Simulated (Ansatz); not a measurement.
# B4MoRu: the cost of one run

Computed with Ansatz 0.2.0 (DFT PBE, scalar-relativistic, plane waves, PAW, unless a step's input says otherwise).

2 further runs of the same task are left out: 1 that didn't finish, 1 set aside as unsound or not needed.

**1. The starting structure**

It takes space group P6/mmm (No. 191, hexagonal). The conventional cell has a = 3.086 Å, b = 3.086 Å, c = 6.598 Å, α = 90.00°, β = 90.00°, γ = 120.00°. B (site symmetry 3m) has 3 B at 1.78 Å and 3 Mo at 2.39 Å and 3 Ru at 2.47 Å as nearest neighbours. Around Mo (site symmetry 6/mmm) lie 12 B at 2.39 Å. Around Ru (site symmetry 6/mmm) lie 12 B at 2.47 Å.

Coordinates:

```xyz
6
Lattice="3.0863 0.0000 0.0000 -1.5431 2.6728 0.0000 0.0000 0.0000 6.5978" Properties=species:S:1:pos:R:3 pbc="T T T"
B     0.0000    1.7819    4.8874
B     0.0000    1.7819    1.7104
B     1.5431    0.8909    4.8874
B     1.5431    0.8909    1.7104
Mo    0.0000    0.0000    3.2989
Ru    0.0000    0.0000    0.0000
```

The cell is invented: species swapped into a database cell of TiNbB4 (P6/mmm, No. 191), with Mo on the Ti sites and Ru on the Nb sites. Lengths come from tabulated atomic sizes and are only a guess.

**2. A first look at the guess**

input.yaml reads:

```yaml
crystal:
  lattice:
    - [3.08626982, 0.0, 0.0]
    - [-1.54313491, 2.67278807, 0.0]
    - [0.0, 0.0, 6.59780593]
  atoms:
    - { symbol: B, position: [0.33333333, 0.66666667, 0.74076873] }
    - { symbol: B, position: [0.33333333, 0.66666667, 0.25923127] }
    - { symbol: B, position: [0.66666667, 0.33333333, 0.74076873] }
    - { symbol: B, position: [0.66666667, 0.33333333, 0.25923127] }
    - { symbol: Mo, position: [0.0, 0.0, 0.5] }
    - { symbol: Ru, position: [0.0, 0.0, 0.0] }
basis:
  ecutwfc: 420
kpoints:
  mp_grid: { grid: [6, 6, 4] }
hamiltonian:
  xc: pbe
scf:
  occupations: { method: gaussian, width: 0.1 }
  lower_state_search: "off"
output:
  forces: true
  stress: true
  eigenvalues: true
```

Run with:

```
ansatz run input.yaml --threads 1 --pin off --max-ram 2560MiB --backend cpu --events-out ev --progress --plain --runs-dir out
```

What time and memory should one allow on 1 thread of Arm Neoverse V1, shared host?

About 2.2 s, with a peak of 0.33 GiB.
